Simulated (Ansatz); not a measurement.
# B3LYP/6-31G(d) (Cartesian functions) run of BF3 (boron trifluoride)

Aim: the electronic atomisation energy of BF3 (boron trifluoride) at B3LYP/6-31G* (Cartesian functions), from 3 runs. 

The calculation is run with Ansatz 0.2.0.

37 further runs of the same task are left out: 1 that didn't finish, 36 set aside as unsound or not needed.

## 1. Starting point

BF3 has 4 atoms, charge 0, and is taken as a singlet. SMILES: `FB(F)F`. The shape is that of a PBE0-D4/def2-TZVP optimisation.

Bond lengths: F1–B2 1.311 Å, B2–F3 1.311 Å, B2–F4 1.311 Å. Angles: F1–B2–F3 120.0°, F1–B2–F4 120.0°, F3–B2–F4 120.0°.

## 2. A single-point energy at B3LYP/6-31G(d) (Cartesian functions)

File job.yaml:

```yaml
crystal:
  periodic: [false, false, false]
  atoms:
    - {symbol: F, position_ang: [0.543870, 0.210740, 1.174280]}
    - {symbol: B, position_ang: [0.000020, -0.000000, 0.000010]}
    - {symbol: F, position_ang: [-0.265170, -1.223510, -0.389620]}
    - {symbol: F, position_ang: [-0.278730, 1.012770, -0.784660]}
basis:
  gaussian:
    orbitals: "6-31G*"
accuracy: high
hamiltonian:
  xc: {name: B3LYP}
total_charge: 0
output:
  orbitals: {seedname: orbitals}
```

Run with:

```sh
$ ansatz run job.yaml --threads 1 --pin off --max-ram 3480MiB --events-out events.jsonl --progress --plain --runs-dir runs
```

The program printed:

```text
Warning: RAYON_NUM_THREADS=1 ignored (pool sized by the plan → 1); use --threads N
Functional definition: B3LYP
  name "B3LYP"
  parameter a0 = 0.2
  parameter ax = 0.72
  parameter ac = 0.81
  exchange = (1 - a0 - ax)*slater_x + ax*b88_x + a0*exact_x
  correlation = (1 - ac)*vwn_rpa_c + ac*lyp_c
1195 factors; integrals over basis functions are off by at most 2.9e-9 eV
mean field evaluation 1: about -8829.1300 eV, gradient 4.2e1 eV
mean field evaluation 2: about -8826.8330 eV, gradient 5.9e1 eV
mean field evaluation 4: about -8831.5385 eV, gradient 2.8e-1 eV
mean field evaluation 8: about -8831.5399 eV, gradient 4.5e-3 eV
mean field evaluation 16: about -8831.5399 eV, gradient 1.3e-7 eV
mean field -8831.53989861 eV, -324.5531050412 hartree, gradient 3.3e-9 eV, S^2 0.000000; 0 other end points of the search recorded, 0 dependent functions left out
reference -8831.53992140 eV, -324.5531058789 hartree; 16, 16 occupied and 44, 44 virtual orbitals, 1195 factors
Total energy: -8831.53992140 eV, -324.5531058789 hartree
```

Run time: 1.9 s. Hardware: 1 thread of Arm Neoverse V2, shared host; peak memory 0.14 GiB.

## 3. The B atom, same level

File input.yaml:

```yaml
crystal:
  periodic: [false, false, false]
  atoms:
    - symbol: B
      position_ang: [0.000000, 0.000000, 0.000000]
basis:
  gaussian:
    orbitals: "6-31G*"
magnetization:
  spin_polarized: true
  initial_magnetization: 1
hamiltonian:
  xc: {name: B3LYP}
accuracy: high
```

Run with:

```sh
$ ansatz run input.yaml --threads 1 --pin off --max-ram 3480MiB --events-out events.jsonl --progress --plain --runs-dir runs
```

The program printed:

```text
Warning: RAYON_NUM_THREADS=1 ignored (pool sized by the plan → 1); use --threads N
Functional definition: B3LYP
  name "B3LYP"
  parameter a0 = 0.2
  parameter ax = 0.72
  parameter ac = 0.81
  exchange = (1 - a0 - ax)*slater_x + ax*b88_x + a0*exact_x
  correlation = (1 - ac)*vwn_rpa_c + ac*lyp_c
99 factors; integrals over basis functions are off by at most 1.0e-9 eV
mean field evaluation 1: about -670.8382 eV, gradient 2.5e0 eV
mean field evaluation 2: about -670.8814 eV, gradient 4.1e-1 eV
mean field evaluation 4: about -670.8779 eV, gradient 3.9e-1 eV
mean field evaluation 8: about -670.8791 eV, gradient 4.5e-4 eV
mean field evaluation 16: about -670.8791 eV, gradient 2.6e-7 eV
mean field -670.87912607 eV, -24.6543531449 hartree, gradient 5.5e-8 eV, S^2 0.751611; 0 other end points of the search recorded, 0 dependent functions left out
reference -670.87914819 eV, -24.6543539577 hartree; 3, 2 occupied and 12, 13 virtual orbitals, 99 factors
Total energy: -670.87914819 eV, -24.6543539577 hartree
```

Run time: 0.32 s. Hardware: 1 thread of Arm Neoverse V2, shared host.

## 4. The F atom

File run.yaml:

```yaml
crystal:
  periodic: [false, false, false]
  atoms:
    - {symbol: F, position_ang: [0.000000, 0.000000, 0.000000]}
basis:
  gaussian:
    orbitals: "6-31G*"
magnetization:
  spin_polarized: true
  initial_magnetization: 1
hamiltonian:
  xc: {name: B3LYP}
accuracy: high
```

Run with:

```sh
$ ansatz run run.yaml --threads 1 --pin off --max-ram 3480MiB --events-out events.jsonl --progress --plain --runs-dir runs
```

The program printed:

```text
Warning: RAYON_NUM_THREADS=1 ignored (pool sized by the plan → 1); use --threads N
Functional definition: B3LYP
  name "B3LYP"
  parameter a0 = 0.2
  parameter ax = 0.72
  parameter ac = 0.81
  exchange = (1 - a0 - ax)*slater_x + ax*b88_x + a0*exact_x
  correlation = (1 - ac)*vwn_rpa_c + ac*lyp_c
96 factors; integrals over basis functions are off by at most 1.9e-9 eV
mean field evaluation 1: about -2713.3395 eV, gradient 4.3e0 eV
mean field evaluation 2: about -2713.3810 eV, gradient 2.5e0 eV
mean field evaluation 4: about -2713.3979 eV, gradient 1.3e-2 eV
mean field evaluation 8: about -2713.3979 eV, gradient 2.3e-4 eV
mean field -2713.39794208 eV, -99.7155351643 hartree, gradient 4.6e-9 eV, S^2 0.750978; 0 other end points of the search recorded, 0 dependent functions left out
reference -2713.39795020 eV, -99.7155354625 hartree; 5, 4 occupied and 10, 11 virtual orbitals, 96 factors
Total energy: -2713.39795020 eV, -99.7155354625 hartree
```

Run time: 0.26 s. Hardware: 1 thread of Arm Neoverse V2, shared host.

## 5. Results

At B3LYP/6-31G* (Cartesian functions):

| quantity | value |
| --- | --- |
| molecule: total energy | -324.55311 Eh |
| molecule: HOMO energy | -11.26 eV |
| molecule: LUMO energy | 1.07 eV |
| molecule: HOMO–LUMO gap | 12.34 eV |
| B atom: total energy | -24.65435 Eh |
| B atom: ⟨S²⟩ | 0.752 |
| F atom: total energy | -99.71554 Eh |
| F atom: ⟨S²⟩ | 0.751 |
| electronic atomisation energy | 20.467 eV |

**Reading.** Taking the molecule apart into free atoms costs 20.47 eV (1975 kJ/mol), before zero-point energy and without spin-orbit coupling.
